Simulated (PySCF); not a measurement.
**C₆H₉F₃S: geometry, NMR shifts**

Aim: predict the NMR shifts of C₆H₉F₃S (`FC(F)(F)[C@@H]1CCCCS1`).

The runs use PySCF 2.14.0, with density-fitted response routines of our own; the level of theory stands in each step. All values are computed, except where a source is named. Atoms count from 0, in the outputs and in this text.

## 1. The molecule as given

19 atoms, charge 0, multiplicity 1; geometry from: GFN2-xTB.

Bonds of the start (Å): F0–C1 1.35, C1–F2 1.34, C1–F3 1.34, C1–C4 1.52, C4–C5 1.53, C5–C6 1.53, C6–C7 1.53, C7–C8 1.52, C8–S9 1.82, S9–C4 1.83, C4–H10 1.10, C5–H11 1.09, C5–H12 1.09, C6–H13 1.09, C6–H14 1.09, C7–H15 1.09, C7–H16 1.09, C8–H17 1.09, C8–H18 1.09.

## 2. Relaxing the molecule at PBE0-D3(BJ)/def2-SVP

What the job is given:

```
{"job": {"xc": "PBE0", "basis": "def2-SVP", "d3": "d3bj", "grid": 1, "kind": "geom"}, "charge": 0, "multiplicity": 1}
F      2.794879     0.234205    -0.984833
C      1.893691     0.905684    -0.239749
F      1.114845     1.559735    -1.111531
F      2.582330     1.841243     0.425432
C      1.160976    -0.038887     0.704908
C      0.529864    -1.238809     0.000096
C     -0.693119    -0.898922    -0.851859
C     -1.815723    -0.292979    -0.012464
C     -1.412670     1.045401     0.579810
S     -0.031177     0.863408     1.755179
H      1.928061    -0.385639     1.405459
H      0.234783    -1.949464     0.775204
H      1.292294    -1.714315    -0.621685
H     -1.049387    -1.819964    -1.316675
H     -0.421471    -0.209135    -1.652474
H     -2.698785    -0.144399    -0.637574
H     -2.081779    -0.979472     0.794496
H     -1.119501     1.755163    -0.192431
H     -2.217914     1.476399     1.173229
```

**Question.** This job is followed by: GIAO PBE0/pcSseg-1 NMR shielding, non-relativistic, IEF-PCM chloroform. Predict these results of the whole session: point group; rotational constants (main isotopes); ¹³C shifts against TMS (PBE0/pcSseg-1, chloroform); ¹H shifts against TMS (PBE0/pcSseg-1, chloroform); ¹⁹F shifts against CFCl3 (PBE0/pcSseg-1, chloroform, means over atoms taken as alike); ³³S shifts against CS2 (PBE0/pcSseg-1, chloroform).

The runs gave:

| quantity | value |
| --- | --- |
| point group | C1 |
| rotational constants (main isotopes) | 1.75, 0.98, 0.82 GHz |
| ¹³C shifts against TMS (PBE0/pcSseg-1, chloroform) | 134.6, 44.0, 31.0, 28.6, 27.7, 22.6 ppm |
| ¹H shifts against TMS (PBE0/pcSseg-1, chloroform) | 3.04, 2.75, 2.21, 2.21, 1.88, 1.75, 1.58, 1.48, 1.48 ppm |
| ¹⁹F shifts against CFCl3 (PBE0/pcSseg-1, chloroform, means over atoms taken as alike) | -79.4 ppm |
| ³³S shifts against CS2 (PBE0/pcSseg-1, chloroform) | -28 ppm |

Over 4 steps the energy fell by 0.050 eV; of the close pairs, C8–H17 changed most, 1.089 to 1.100 Å. No frequency check was run at this level, so the end point may be a saddle. At PBE0/pcSseg-1: The widest tensor belongs to S9: span 243 ppm, with a paramagnetic part of -532 ppm.
